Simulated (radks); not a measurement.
# Mn⁺ in [Ar] 3d5 4s1: an all-electron calculation

An exercise on one series of results from a longer session: the logs are not shown, and one member is left open.

Program: radks (a radial shooting solver on a logarithmic mesh, Libxc functionals) version 1. Level of theory: Dirac Kohn-Sham, OLYP, spin-unpolarised, spherical densities, finite nucleus; open shells are shared between the two j in proportion to 2j + 1. These are calculated values, not measurements, unless marked.

### The atom as given

```
element            : manganese (Z = 25)
charge             : +1
electrons          : 24
configuration      : [Ar] 3d5 4s1
nuclear rms radius : 3.7057 fm
```

Outer shells as boxes (Hund's rule):

Mn⁺
```
[Ar] core
3d [↑ ][↑ ][↑ ][↑ ][↑ ]
4s [↑ ]
```

The first run:

Input:

```text
Z 25
configuration [Ar] 3d5 4s1
relativity Dirac
functional optx,lyp
spin unpolarised
j_filling average
nucleus finite rms 3.7057 fm
c 137.035999084
```

The run is started by

```
$ python run_ks.py task.json out
```

This one command runs every case of the session in turn.

Among the steps run: Self-consistent calculation.

One of the session's tables, all rows but one given; the rest of the session is left out.

It belongs to the step «Orbitals and density». Sizes of the orbitals, from the radial functions (bohr):

| level | <r> | outermost maximum (interpolated) | 90 % within | nodes |
| --- | --- | --- | --- | --- |
| 1s1/2 | 0.06091 | 0.0399 | 0.109 | 0 |
| 2s1/2 | 0.2790 | 0.232 | 0.433 | 1 |
| 2p1/2 | 0.2449 | 0.187 | 0.402 | 0 |
| 2p3/2 | 0.2478 | 0.189 | 0.406 | 0 |
| 3s1/2 | ? | ? | ? | ? |
| 3p1/2 | 0.8972 | 0.748 | 1.38 | 1 |
| 3p3/2 | 0.9062 | 0.755 | 1.40 | 1 |
| 3d3/2 | 1.171 | 0.761 | 2.04 | 0 |
| 3d5/2 | 1.176 | 0.764 | 2.05 | 0 |
| 4s1/2 | 2.859 | 2.39 | 4.31 | 3 |

Estimate the missing values for 3s1/2.

**Answer.** <r>: 0.8512; outermost maximum (interpolated): 0.736; 90 % within: 1.27; nodes: 2. In the column «<r>» it lies between 2s1/2 (0.2790) and 3p1/2 (0.8972).

To keep in mind: Spin polarisation and multiplet splitting are left out.
